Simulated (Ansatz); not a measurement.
# GeH2S: small, medium and large basis sets

The task here is to estimate one member of a computed series from the others.

Computed with Ansatz 0.2.0, Gaussian basis. Level: one geometry, several basis sets.

Plan: PBE0-D4/def2-SVP; ωB97M-V/def2-SVP; PBE0-D4/def2-QZVPP; ωB97M-V/def2-QZVPP; the functionals' def2-TZVPP values are taken from earlier runs.

### The relaxed structure

The geometry comes from an earlier relaxation with PBE0-D4 in a triple-zeta def2 set; it is a stationary point.

SMILES `[SH][GeH]`, 4 atoms, charge 0, spin multiplicity 1.

Atoms are counted from 1 here; the program's logs count them from 0.

Bond lengths: S1–Ge2 2.225 Å, S1–H3 1.342 Å, Ge2–H4 1.595 Å. Angles: Ge2–S1–H3 100.2°, S1–Ge2–H4 93.7°.

Coordinates:

```xyz
4
GeH2S
S    -0.4433   -1.2018    0.2717
Ge   -0.8417    0.7379   -0.7436
H     0.7792   -0.9621    0.7712
H     0.5612    1.3659   -0.3194
```

The first run:

in.yaml reads:

```yaml
crystal:
  periodic: [false, false, false]
  atoms:
    - {symbol: S, position_ang: [-0.443273, -1.201847, 0.271669]}
    - {symbol: Ge, position_ang: [-0.841670, 0.737867, -0.743626]}
    - {symbol: H, position_ang: [0.779209, -0.962093, 0.771177]}
    - {symbol: H, position_ang: [0.561234, 1.365874, -0.319420]}
basis:
  gaussian: {orbitals: def2-SVP}
hamiltonian: {xc: pbe0, dispersion: d4}
output: {orbitals: {seedname: orbitals}}
```

Among the steps run: PBE0-D4 in def2-SVP; ωB97M-V in def2-SVP; PBE0-D4 in def2-QZVPP; ωB97M-V in def2-QZVPP.

One of the session's tables, all rows but one given; the rest of the session is left out.

It belongs to the step «Functionals by basis». 

| functional | basis | HOMO (eV) | LUMO (eV) |
| --- | --- | --- | --- |
| PBE0-D4 | def2-SVP | -7.07 | -2.52 |
| PBE0-D4 | def2-TZVPP | -7.12 | -2.58 |
| PBE0-D4 | def2-QZVPP | ? | ? |
| ωB97M-V | def2-SVP | -9.16 | -0.53 |
| ωB97M-V | def2-TZVPP | -9.24 | -0.63 |
| ωB97M-V | def2-QZVPP | -9.28 | -0.75 |

Estimate the missing values for PBE0-D4, def2-QZVPP.

The run gave: HOMO (eV): -7.15; LUMO (eV): -2.63. In the column «HOMO (eV)» it lies between ωB97M-V, def2-SVP (-9.16) and PBE0-D4, def2-TZVPP (-7.12).
